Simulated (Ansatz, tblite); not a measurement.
**Ge(GeH3)4 (Ge₅H₁₂): rung by rung**

Aim: run the singlet of Ge(GeH3)4 (Ge₅H₁₂) at one geometry on many levels, and compare frontier levels, spin and run time.

Computed with Ansatz 0.2.0, Gaussian basis. Level: as each input shows.

Levels to be run: GFN1-xTB, GFN2-xTB, PBE-D4/def2-TZVP, r2SCAN-D4/def2-TZVP, revPBE-D4/def2-TZVP, LC-ωPBE/def2-TZVP, PBE-D4/def2-SVP, PBE0-D4/def2-SVP, MP2/def2-TZVP, RPA/def2-TZVP.

4 further runs of the same task are left out: 2 that didn't finish, 2 set aside as unsound or not needed. Runs told in other sessions of the task aren't counted.

**1. The geometry**

The singlet was relaxed beforehand with PBE0-D4/def2-SVP.

17 atoms, charge 0, spin multiplicity 1.

Bond lengths: Ge1–Ge2 2.428 Å, Ge1–Ge3 2.428 Å, Ge1–Ge4 2.428 Å, Ge1–Ge5 2.428 Å, Ge2–H6 1.541 Å, Ge2–H7 1.541 Å, Ge2–H8 1.541 Å, Ge3–H9 1.541 Å, Ge3–H10 1.541 Å, Ge3–H11 1.541 Å, Ge4–H12 1.541 Å, Ge4–H13 1.541 Å, Ge4–H14 1.541 Å, Ge5–H15 1.541 Å, Ge5–H16 1.541 Å, Ge5–H17 1.541 Å. Angles: Ge2–Ge1–Ge3 109.5°, Ge2–Ge1–Ge4 109.5°, Ge2–Ge1–Ge5 109.5°, Ge3–Ge1–Ge4 109.4°, Ge3–Ge1–Ge5 109.5°, Ge4–Ge1–Ge5 109.4°, Ge1–Ge2–H6 110.2°, Ge1–Ge2–H7 110.3°, Ge1–Ge2–H8 110.2°, H6–Ge2–H7 108.7°, H6–Ge2–H8 108.7°, H7–Ge2–H8 108.7°, Ge1–Ge3–H9 110.2°, Ge1–Ge3–H10 110.3°, Ge1–Ge3–H11 110.1°, H9–Ge3–H10 108.7°, H9–Ge3–H11 108.7°, H10–Ge3–H11 108.7° and more.

Geometry (Å):

```mol
Ge5H12
  3D, bonds by distance, orders not assigned

 17 16  0  0  0  0  0  0  0  0999 V2000
    0.0000   -0.0006    0.0005 Ge  0  0
   -0.0085   -0.0150    2.4288 Ge  0  0
    2.2924    0.0144   -0.8003 Ge  0  0
   -1.1490    1.9824   -0.8023 Ge  0  0
   -1.1346   -1.9823   -0.8259 Ge  0  0
    0.8638   -1.1701    2.9564 H   0  0
   -1.4439   -0.1987    2.9575 H   0  0
    0.5511    1.3144    2.9702 H   0  0
    3.0192   -1.2709   -0.3607 H   0  0
    3.0492    1.2294   -0.2307 H   0  0
    2.3156    0.0945   -2.3387 H   0  0
   -2.6132    1.9801   -0.3230 H   0  0
   -1.1333    2.0212   -2.3423 H   0  0
   -0.4559    3.2506   -0.2687 H   0  0
   -0.5436   -3.2470   -0.1743 H   0  0
   -0.9722   -2.0919   -2.3541 H   0  0
   -2.6371   -1.9105   -0.4924 H   0  0
  1  2  8  0
  1  3  8  0
  1  4  8  0
  1  5  8  0
  2  6  8  0
  2  7  8  0
  2  8  8  0
  3  9  8  0
  3 10  8  0
  3 11  8  0
  4 12  8  0
  4 13  8  0
  4 14  8  0
  5 15  8  0
  5 16  8  0
  5 17  8  0
M  END
```

PBE0-D4/def2-TZVP was run before; its log isn't repeated, and its numbers join the tables.

**2. GFN1-xTB**

Tight binding, by tblite at 300 K electronic temperature and without a spin-polarisation term:

```python
tblite.interface.Calculator('GFN1-xTB', numbers, positions, charge=0, uhf=0).singlepoint()
```

Energy -402.9698 eV, HOMO -11.83 eV, LUMO -7.93 eV; 0.013 s.

**3. GFN2-xTB**

Tight binding, by tblite at 300 K electronic temperature and without a spin-polarisation term:

```python
tblite.interface.Calculator('GFN2-xTB', numbers, positions, charge=0, uhf=0).singlepoint()
```

Energy -428.5931 eV, HOMO -10.51 eV, LUMO -4.80 eV; 0.009 s.

**4. PBE-D4/def2-TZVP**

start.molden holds the orbitals of an earlier run on this state, given as this run's starting guess.

The input, in.yaml:

```yaml
crystal:
  periodic: [false, false, false]
  atoms:
    - {symbol: Ge, position_ang: [0.000032, -0.000612, 0.000495]}
    - {symbol: Ge, position_ang: [-0.008547, -0.015012, 2.428846]}
    - {symbol: Ge, position_ang: [2.292401, 0.014432, -0.800328]}
    - {symbol: Ge, position_ang: [-1.149039, 1.982352, -0.802259]}
    - {symbol: Ge, position_ang: [-1.134646, -1.982262, -0.825944]}
    - {symbol: H, position_ang: [0.863849, -1.170098, 2.956388]}
    - {symbol: H, position_ang: [-1.443930, -0.198721, 2.957541]}
    - {symbol: H, position_ang: [0.551068, 1.314391, 2.970173]}
    - {symbol: H, position_ang: [3.019242, -1.270855, -0.360722]}
    - {symbol: H, position_ang: [3.049245, 1.229417, -0.230655]}
    - {symbol: H, position_ang: [2.315626, 0.094474, -2.338683]}
    - {symbol: H, position_ang: [-2.613213, 1.980134, -0.322979]}
    - {symbol: H, position_ang: [-1.133313, 2.021249, -2.342329]}
    - {symbol: H, position_ang: [-0.455911, 3.250574, -0.268698]}
    - {symbol: H, position_ang: [-0.543586, -3.247026, -0.174309]}
    - {symbol: H, position_ang: [-0.972226, -2.091948, -2.354068]}
    - {symbol: H, position_ang: [-2.637051, -1.910509, -0.492449]}
basis:
  gaussian: {orbitals: def2-TZVP, initial_orbitals: start.molden}
hamiltonian: {xc: pbe, dispersion: d4}
scf: {omitted_lower_state_checks: [starts]}
output: {forces: true, orbitals: {seedname: orbitals}}
```

Started as:

```bash
$ ansatz run in.yaml --threads 4 --pin off --events-out ev --progress --plain --max-ram 4787MiB
```

The runs that follow: r2SCAN-D4/def2-TZVP; revPBE-D4/def2-TZVP; LC-ωPBE/def2-TZVP; PBE-D4/def2-SVP; PBE0-D4/def2-SVP; MP2/def2-TZVP; RPA/def2-TZVP.

Before running them: what should the planned runs give, taken together? Wanted: gap in def2-TZVP, named functionals, smallest and largest; correlation energy, MP2/def2-TZVP; binding an atom, functionals in def2-TZVP; PBE0 total energy, smallest basis above largest.

The runs gave:

| quantity | value |
| --- | --- |
| gap in def2-TZVP, named functionals, smallest and largest | 5.62 eV (PBE-D4), 11.99 eV (LC-ωPBE) |
| correlation energy, MP2/def2-TZVP | -34.94 eV |
| binding an atom, functionals in def2-TZVP | 2.62 (revPBE-D4) to 2.72 eV (r2SCAN-D4) |
| PBE0 total energy, smallest basis above largest | 35.62 eV (def2-SVP, def2-TZVP) |

In words: Over the named functionals in def2-TZVP the gap runs from 5.62 eV (PBE-D4) to 11.99 eV (LC-ωPBE); exact exchange widens it.
